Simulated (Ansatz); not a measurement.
Crystal: ZnCl3.

```
Zn Cl
1.0
     9.80571    0.00000    0.00000
    -4.90285    8.49199    0.00000
     0.00000    0.00000    2.90956
Zn Cl
2 6
Direct
  0.66667 0.33333 0.75000
  0.33333 0.66667 0.25000
  0.16252 0.44349 0.75000
  0.83748 0.55651 0.25000
  0.44349 0.28096 0.25000
  0.28096 0.83748 0.75000
  0.55651 0.71904 0.75000
  0.71904 0.16252 0.25000
```

The cell comes from a database or a generator and needn't be the stable form of this composition.

```yaml
Program: Ansatz 0.2.0
Task: single point
Functional: PBE
Potentials_or_basis: Ansatz PAW
Cutoff: "420 eV (not typed: the program's choice for these potentials)"
k_mesh: 3 × 3 × 9
Occupations: fermi-dirac, width 0.05 eV
Spin: no spin polarisation
```

On this cell: pressure 0.6 GPa; largest force 0.037 eV/Å; band gap on the k mesh none (metal or under the smearing width).

The same run follows on a disturbed copy (atoms moved at random, drawn with an rms of 0.05 Å):

```
Zn Cl
1.0
     9.80571    0.00000    0.00000
    -4.90285    8.49199    0.00000
     0.00000    0.00000    2.90956
Zn Cl
2 6
Direct
  0.66376 0.33273 0.75383
  0.33324 0.66945 0.25917
  0.15939 0.43913 0.75054
  0.83659 0.55838 0.26793
  0.44811 0.28487 0.23911
  0.28003 0.83589 0.73047
  0.55393 0.72401 0.75405
  0.72251 0.16332 0.25853
```

Q: What does the disturbed cell give?

A: The energy (extrapolated to zero smearing) moves by +2.0 meV/atom; pressure 0.8 GPa; largest force 0.203 eV/Å; band gap on the k mesh none (metal or under the smearing width).

Forces on the atoms (eV/Å):
```
Zn   0.197  0.037 -0.021
Zn  -0.013 -0.173 -0.106
Cl   0.069  0.170  0.030
Cl   0.021 -0.042  0.027
Cl  -0.140 -0.093 -0.017
Cl  -0.150  0.050  0.025
Cl   0.102 -0.045  0.055
Cl  -0.086  0.097  0.007
```

Stress tensor (GPa, compression positive):
```
0.64 0.00 0.09
0.00 0.00 0.03
0.09 0.03 1.62
```
